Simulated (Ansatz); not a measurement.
# C₂H₈AlIn: a ladder of functionals and wavefunction methods

An exercise on one series of results from a longer session: the logs are not shown, and one member is left open.

The runs use Ansatz 0.2.0, Gaussian basis; functionals in def2-TZVPP, the program's frozen cores in correlated methods.

Levels to be run: LDA (SPW92), PBE-D4, revPBE-D4, BLYP-D4, r2SCAN-D4, B97M-V, PBE0-D4, B3LYP-D4, r2SCANh-D4, r2SCAN0-D4, HSE06-D4, BHLYP-D4, CAM-B3LYP-D4, LC-ωPBE, ωB97X-V, ωB97M-V, B2PLYP, PBE-QIDH; CCSD(T)/def2-SVP; CCSD(T)/def2-TZVPP; MP2/def2-QZVPP; extrapolation to the limit; RPA on PBE.

## Structure used throughout

The geometry comes from an earlier relaxation with PBE0-D4 in a triple-zeta def2 set; it is a stationary point, not always the lowest conformer. In takes the def2 core potential; no spin-orbit term is included.

SMILES `[CH3][Al]([CH3])[InH2]`, 12 atoms, charge 0, spin multiplicity 1.

Atoms are counted from 1 here; the program's logs count them from 0.

Bond lengths: C1–Al2 1.961 Å, C1–H5 1.092 Å, C1–H6 1.097 Å, C1–H7 1.095 Å, Al2–C3 1.962 Å, Al2–In4 2.675 Å, C3–H8 1.092 Å, C3–H9 1.095 Å, C3–H10 1.097 Å, In4–H11 1.743 Å, In4–H12 1.743 Å. Angles: Al2–C1–H5 114.0°, Al2–C1–H6 109.2°, Al2–C1–H7 111.4°, H5–C1–H6 107.0°, H5–C1–H7 108.3°, H6–C1–H7 106.6°, C1–Al2–C3 117.9°, C1–Al2–In4 121.0°, C3–Al2–In4 121.1°, Al2–C3–H8 114.2°, Al2–C3–H9 111.3°, Al2–C3–H10 109.2°, H8–C3–H9 108.3°, H8–C3–H10 107.0°, H9–C3–H10 106.5°, Al2–In4–H11 124.2°, Al2–In4–H12 124.2°, H11–In4–H12 111.6°.

Geometry (Å):

```xyz
12

C    -0.49340    1.88440   -0.38591
Al    0.02380    0.03607    0.01843
C     1.50301   -0.25003    1.27445
In   -1.25277   -2.02909   -1.10372
H    -1.04109    1.99789   -1.32418
H    -1.14539    2.25925    0.41318
H     0.37787    2.54653   -0.41434
H     1.52887   -1.24936    1.71452
H     1.48236    0.48260    2.08773
H     2.45503   -0.10543    0.74843
H    -0.77010   -2.78251   -2.59944
H    -2.66819   -2.79033   -0.42914
```

Set-up of the first run:

File in.yaml:

```yaml
crystal:
  periodic: [false, false, false]
  atoms:
    - {symbol: C, position_ang: [-0.493397, 1.884400, -0.385911]}
    - {symbol: Al, position_ang: [0.023798, 0.036068, 0.018430]}
    - {symbol: C, position_ang: [1.503009, -0.250029, 1.274452]}
    - {symbol: In, position_ang: [-1.252770, -2.029092, -1.103720]}
    - {symbol: H, position_ang: [-1.041089, 1.997892, -1.324180]}
    - {symbol: H, position_ang: [-1.145386, 2.259249, 0.413181]}
    - {symbol: H, position_ang: [0.377874, 2.546530, -0.414342]}
    - {symbol: H, position_ang: [1.528873, -1.249359, 1.714524]}
    - {symbol: H, position_ang: [1.482364, 0.482601, 2.087727]}
    - {symbol: H, position_ang: [2.455029, -0.105430, 0.748428]}
    - {symbol: H, position_ang: [-0.770098, -2.782513, -2.599445]}
    - {symbol: H, position_ang: [-2.668189, -2.790328, -0.429144]}
basis:
  gaussian: {orbitals: def2-TZVPP}
hamiltonian: {xc: lda}
output: {orbitals: {seedname: orbitals}}
```

Started as:

```sh
$ ansatz run in.yaml --threads 4 --pin off --events-out ev --progress --plain --max-ram 10444MiB
```

Among the steps run: LDA; PBE-D4 (GGA); revPBE-D4 (GGA); BLYP-D4 (GGA); r2SCAN-D4 (meta-GGA); B97M-V (meta-GGA); PBE0-D4 (hybrid); B3LYP-D4 (hybrid); r2SCANh-D4 (hybrid); r2SCAN0-D4 (hybrid); HSE06-D4 (hybrid); BHLYP-D4 (hybrid); CAM-B3LYP-D4 (range-separated); LC-ωPBE (range-separated); ωB97X-V (range-separated); ωB97M-V (range-separated); B2PLYP (double hybrid); PBE-QIDH (double hybrid).

One table of the session follows, with a row left open; its other results are not shown here.

It belongs to the step «Frontier levels by functional». 

```
  functional  HOMO (eV)  LUMO (eV)  gap (eV)
 LDA (SPW92)      -5.56      -2.86      2.70
      PBE-D4      -5.45      -2.62      2.83
   revPBE-D4      -5.40      -2.50      2.90
     BLYP-D4      -5.32      -2.56      2.76
   r2SCAN-D4      -5.66      -2.40      3.26
      B97M-V      -5.71      -2.65      3.06
     PBE0-D4      -6.42      -1.91      4.51
    B3LYP-D4      -6.25      -2.15      4.10
  r2SCANh-D4      -6.02      -2.15      3.87
  r2SCAN0-D4      -6.56      -1.79      4.77
    HSE06-D4          ?          ?         ?
    BHLYP-D4      -7.30      -1.25      6.05
CAM-B3LYP-D4      -7.62      -1.08      6.54
     LC-ωPBE      -8.85      -0.01      8.84
     ωB97X-V      -8.55      -0.15      8.41
     ωB97M-V      -8.37      -0.41      7.95
```

Estimate the missing values for HSE06-D4.

The run gave: HOMO (eV): -6.03; LUMO (eV): -2.27; gap (eV): 3.76. In the column «HOMO (eV)» it lies between B3LYP-D4 (-6.25) and r2SCANh-D4 (-6.02).
